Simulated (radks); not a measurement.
# Valence configurations of Ar⁺

An exercise on one series of results from a longer session: the logs are not shown, and one member is left open.

Method: scalar-relativistic Kohn-Sham, r2SCAN, spin-polarised, spherical densities, finite nucleus; open shells are filled with parallel spins first. Code: radks (a radial shooting solver on a logarithmic mesh, Libxc functionals) version 1.

## Starting point

| Item | Value |
| --- | --- |
| element | argon (Z = 18) |
| charge | +1 |
| electrons | 17 |
| configuration | [Ne] 3s2 3p5 |
| nuclear rms radius | 3.4274 fm |
| others tried | 3s1 3p6; 3s1.5 3p5.5 |

Outer shells as boxes (Hund's rule):

Ar⁺
```
[Ne] core
3s [↑↓]
3p [↑↓][↑↓][↑ ]
```

Set-up of the first run:

The run's settings:

```text
Z 18
configuration [Ne] 3s2 3p5
relativity scalar-relativistic
functional r2scan,r2scan
spin polarised
nucleus finite rms 3.4274 fm
c 137.035999084
```

Among the steps run: [Ne] 3s2 3p5.

One table of the session follows, with a row left open; its other results are not shown here.

It belongs to the step «[Ne] 3s2 3p5». Sizes of the orbitals, from the radial functions (bohr):

```
  level     <r>  outermost maximum (interpolated)  90 % within  nodes
  2s up  0.4124                             0.338        0.643      1
2s down  0.4124                             0.338        0.643      1
  2p up  0.3759                             0.281        0.622      0
2p down  0.3760                             0.281        0.622      0
  3s up   1.370                              1.16         2.06      2
3s down   1.379                              1.17         2.08      2
  3p up       ?                                 ?            ?      ?
3p down   1.561                              1.27         2.42      1
```

**Question.** Estimate the row for 3p up.

The run gave: <r>: 1.542; outermost maximum (interpolated): 1.26; 90 % within: 2.39; nodes: 1. In the column «<r>» it lies between 3s down (1.379) and 3p down (1.561).
